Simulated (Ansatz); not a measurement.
**CH5FOSeSi: one species, many methods**

One table from this session's results is given with a row withheld; the runs are named, their logs left out.

Program: Ansatz 0.2.0, Gaussian basis. Level of theory: functionals in def2-TZVPP, the program's frozen cores in correlated methods. These are calculated values, not measurements.

Plan: PBE-D4, r2SCAN-D4, PBE0-D4, B3LYP-D4, ωB97X-V, ωB97M-V, B2PLYP; CCSD(T)/def2-TZVPP; MP2/def2-QZVPP; extrapolation to the limit.

**The relaxed structure**

An earlier PBE0-D4 in a triple-zeta def2 set relaxation fixed the geometry.

SMILES `C[Se][SiH](O)F`, 10 atoms, charge 0, spin multiplicity 1.

Atoms are counted from 1 here; the program's logs count them from 0.

Bond lengths: C1–Se2 1.962 Å, C1–H6 1.087 Å, C1–H7 1.088 Å, C1–H8 1.088 Å, Se2–Si3 2.254 Å, Si3–O4 1.630 Å, Si3–F5 1.594 Å, Si3–H9 1.475 Å, O4–H10 0.960 Å. Angles: Se2–C1–H6 110.5°, Se2–C1–H7 110.3°, Se2–C1–H8 106.1°, H6–C1–H7 110.6°, H6–C1–H8 109.8°, H7–C1–H8 109.5°, C1–Se2–Si3 95.1°, Se2–Si3–O4 112.9°, Se2–Si3–F5 104.9°, Se2–Si3–H9 114.0°, O4–Si3–F5 111.1°, O4–Si3–H9 105.0°, F5–Si3–H9 109.1°, Si3–O4–H10 117.4°.

Geometry (Å):

```mol
CH5FOSeSi
  3D, bonds by distance, orders not assigned

 10  9  0  0  0  0  0  0  0  0999 V2000
   -1.6780   -0.2268    0.4479 C   0  0
   -0.7294    1.3455   -0.2432 Se  0  0
    1.3283    0.4508   -0.0261 Si  0  0
    1.5281   -0.9031   -0.9123 O   0  0
    2.3266    1.5990   -0.5008 F   0  0
   -1.4749   -1.0968   -0.1719 H   0  0
   -1.3914   -0.4163    1.4802 H   0  0
   -2.7377    0.0164    0.4043 H   0  0
    1.6673    0.0568    1.3539 H   0  0
    1.2442   -0.8768   -1.8288 H   0  0
  1  2  8  0
  2  3  8  0
  3  4  8  0
  3  5  8  0
  1  6  8  0
  1  7  8  0
  1  8  8  0
  3  9  8  0
  4 10  8  0
M  END
```

Set-up of the first run:

in.yaml

```yaml
crystal:
  periodic: [false, false, false]
  atoms:
    - {symbol: C, position_ang: [-1.678008, -0.226794, 0.447852]}
    - {symbol: Se, position_ang: [-0.729438, 1.345518, -0.243231]}
    - {symbol: Si, position_ang: [1.328315, 0.450822, -0.026060]}
    - {symbol: O, position_ang: [1.528120, -0.903058, -0.912307]}
    - {symbol: F, position_ang: [2.326597, 1.598968, -0.500831]}
    - {symbol: H, position_ang: [-1.474858, -1.096801, -0.171895]}
    - {symbol: H, position_ang: [-1.391353, -0.416304, 1.480176]}
    - {symbol: H, position_ang: [-2.737698, 0.016410, 0.404283]}
    - {symbol: H, position_ang: [1.667261, 0.056792, 1.353878]}
    - {symbol: H, position_ang: [1.244162, -0.876755, -1.828764]}
basis:
  gaussian: {orbitals: def2-TZVPP}
hamiltonian: {xc: pbe, dispersion: d4}
output: {forces: true, orbitals: {seedname: orbitals}}
```

Started as:

```
$ ansatz run in.yaml --threads 4 --pin off --events-out ev --progress --plain --max-ram 10444MiB
```

Among the steps run: PBE-D4 (GGA); r2SCAN-D4 (meta-GGA); PBE0-D4 (hybrid); B3LYP-D4 (hybrid); ωB97X-V (range-separated); ωB97M-V (range-separated); B2PLYP (double hybrid); CCSD(T) in def2-TZVPP; MP2 in def2-QZVPP.

One of the session's tables, all rows but one given; the rest of the session is left out.

```
            method  atomisation energy (kcal/mol)
            PBE-D4                          895.1
         r2SCAN-D4                          886.7
           PBE0-D4                          878.4
          B3LYP-D4                          880.1
           ωB97X-V                          886.5
           ωB97M-V                          884.6
            B2PLYP                          873.4
     HF/def2-TZVPP                          641.6
    MP2/def2-TZVPP                          882.5
   CCSD/def2-TZVPP                          849.9
CCSD(T)/def2-TZVPP                          863.2
           MP2/CBS                              ?
       CCSD(T)/CBS                          890.0
```

Q: Estimate the row for MP2/CBS from the others.

The run gave: atomisation energy (kcal/mol): 909.3. In the column «atomisation energy (kcal/mol)» it is the highest.
